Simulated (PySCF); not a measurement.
# C2H7NSi2: the cost of one run

Programs: PySCF 2.14.0, with density-fitted response routines of our own. Each step states its level of theory. These are calculated values for one molecule in the gas phase, unless marked as measured. Atoms count from 0, in the outputs and in this text.

## 1. Starting geometry

12 atoms, charge 0, multiplicity 1; geometry from: GFN2-xTB. The atoms were then displaced at random by about 0.01 Å, so the start is not that level's minimum.

Bonds of the start (Å): N0–Si1 1.70, Si1–C2 1.85, C2–C3 1.27, C3–Si4 1.81, N0–H5 1.03, N0–H6 1.01, Si1–H7 1.45, Si1–H8 1.44, Si4–H9 1.49, Si4–H10 1.46, Si4–H11 1.46.

## 2. Geometry optimisation at PBE0-D3(BJ)/def2-SVP

What the job is given:

```
{"job": {"xc": "PBE0", "basis": "def2-SVP", "d3": "d3bj", "grid": 1, "shake": 0.01, "kind": "geom"}, "charge": 0, "multiplicity": 1}
N     -2.642500     1.060220     0.298310
Si    -1.925160    -0.431160    -0.078220
C     -0.079110    -0.402370    -0.065480
C      1.184820    -0.346220    -0.038290
Si     2.995200    -0.293120    -0.017750
H     -2.582940     1.848610    -0.366250
H     -2.580340     1.443250     1.232420
H     -2.358620    -1.346230     0.958500
H     -2.357260    -0.750620    -1.414600
H      3.429300     0.071190     1.356570
H      3.506040    -1.609980    -0.368390
H      3.450230     0.728170    -0.961710
```

Run with:

```
$ OMP_NUM_THREADS=1 python probes_run.py task.json out
```

The driver reads the jobs from task.json and runs them one after another.

Q: Estimate the wall time and peak memory of this first job on 1 thread of Arm Neoverse N1, shared host.

About 55 s, with a peak of 0.45 GiB.
